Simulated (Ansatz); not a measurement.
# Mo: the cost of one run

Program: Ansatz 0.2.0. Level of theory: DFT r2SCAN, scalar-relativistic, plane waves, PAW. These are calculated values, not measurements.

1 further run of the same task is left out (set aside as unsound or not needed).

## Step 1: The structure to begin with

The structure is hexagonal, space group P6/mmm (No. 191). Conventional cell: a = 2.749 Å, b = 2.749 Å, c = 2.534 Å, α = 90.00°, β = 90.00°, γ = 120.00°. Mo (site symmetry 6/mmm) is surrounded by 8 Mo at 2.53 to 2.75 Å.

As a file:

```cif
data_structure
_symmetry_space_group_name_H-M 'P 1'
_symmetry_Int_Tables_number 1
_cell_length_a 2.7488
_cell_length_b 2.7488
_cell_length_c 2.5339
_cell_angle_alpha 90.000
_cell_angle_beta 90.000
_cell_angle_gamma 120.000
_cell_volume 16.58
loop_
_atom_site_label
_atom_site_type_symbol
_atom_site_fract_x
_atom_site_fract_y
_atom_site_fract_z
_atom_site_occupancy
Mo1 Mo 0.00000 0.00000 0.50000 1
```

It goes back to an entry of the Materials Project, which need not be the stable form.

It is the result of an earlier relaxation at this level (volume 16.58 Å³/atom; gap on the mesh: none (metal)).

## Step 2: The reference: the undisturbed cell on the scan's mesh

Input file input.yaml:

```yaml
crystal:
  lattice:
    - [2.7488179333, 0.0, 0.0]
    - [-1.3744089666, 2.3805461606, 0.0]
    - [0.0, 0.0, 2.5339005437]
  atoms:
    - { symbol: Mo, position: [0.0, 0.0, 0.5] }
basis:
  ecutwfc: 500
kpoints:
  mp_grid: { grid: [12, 12, 14] }
hamiltonian:
  xc: r2scan
scf:
  occupations: { method: gaussian, width: 0.15 }
output:
  forces: true
  stress: true
  eigenvalues: true
```

Launch:

```bash
> ansatz run input.yaml --threads 1 --pin off --max-ram 2560MiB --backend cpu --events-out ev --progress --plain --runs-dir out
```

**Question.** How long does this run take on 1 thread of Intel Xeon Platinum 8488C (Sapphire Rapids), shared host, and how much memory does it need?

About 2.6 s, with a peak of 0.39 GiB.
